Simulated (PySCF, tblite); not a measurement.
**C2H8AsOSi2 radical: geometry, infrared bands and EPR parameters**

What infrared bands and EPR parameters should C2H8AsOSi2 radical (`C=C[Si]([AsH2])O[SiH3]`) show?

Computed with tblite 0.8.0 and PySCF 2.14.0, with density-fitted response routines of our own, on a single molecule in the gas phase. Atoms count from 0, in the outputs and in this text.

## (1) The molecule as given

14 atoms, charge 0, multiplicity 2; geometry from: force field or distance geometry start.

Bonds of the start (Å): C0–C1 1.35, C1–Si2 1.83, Si2–As3 2.27, Si2–O4 1.72, O4–Si5 1.72, C0–H6 1.09, C0–H7 1.08, C1–H8 1.09, As3–H9 1.55, As3–H10 1.52, Si5–H11 1.45, Si5–H12 1.48, Si5–H13 1.46.

## (2) Relaxing the molecule with GFN2-xTB

What the job is given:

```
{"job": {"kind": "relax", "xc": "GFN2-xTB", "basis": "xTB"}, "charge": 0, "multiplicity": 2}
C      2.552200    -0.177100     0.674900
C      2.008800    -0.651700    -0.469900
Si     0.220200    -0.371800    -0.763000
As    -0.267300     1.845200    -0.620600
O     -0.702100    -1.405600     0.248200
Si    -2.324800    -0.828000     0.185200
H      3.618300    -0.375700     0.793600
H      1.980300     0.368500     1.408300
H      2.642800    -1.199100    -1.164800
H     -0.208100     2.467600     0.795900
H     -1.292200     2.407200    -1.592300
H     -2.643200    -0.463600    -1.186600
H     -2.376100     0.311900     1.125100
H     -3.209300    -1.928200     0.543800
```

Command:

```console
$ OMP_NUM_THREADS=1 python probes_run.py task.json out
```

The driver reads the jobs from task.json and runs them one after another.

**Question.** This job is followed by: GFN2-xTB harmonic vibrations, gas phase; UKS B3LYP, def2-TZVP-core on As, pcH-1 on C H O Si, non-relativistic, mean-field spin-orbit, GIAO. Predict these results of the whole session: strongest single infrared mode (GFN2-xTB); zero-point energy (GFN2-xTB); g(iso) (B3LYP); ⟨S²⟩; largest a(iso) (averaged by class); surface potential, 1st and 99th percentile.

The runs gave:

```
                                 quantity                    value
strongest single infrared mode (GFN2-xTB)    1889 cm⁻¹, 723 km/mol
             zero-point energy (GFN2-xTB)            52.7 kcal/mol
                           g(iso) (B3LYP)                  2.00049
                                     ⟨S²⟩       0.754 (exact 0.75)
       largest a(iso) (averaged by class)  29Si on Si2, -592.2 MHz
    surface potential, 1st and 99th percentile       -0.56 V and 1.28 V
```

Relaxing lowered the energy by 2.466 eV in 205 steps; the close pair that moved most is O4–Si5, from 1.724 to 1.613 Å. No mode is imaginary among the 36: a minimum at this level. The strongest single mode, at 1889 cm⁻¹, moves mainly H10. Unscaled tight-binding wavenumbers are off by several per cent, some by more. Its intensities can rank the bands wrongly. Most of the unpaired spin sits on Si2 (0.73 e). The isotropic g lies 1.8 ppt below the free-electron value. The hyperfine terms hold no scalar relativity, which the heavier nuclei need.
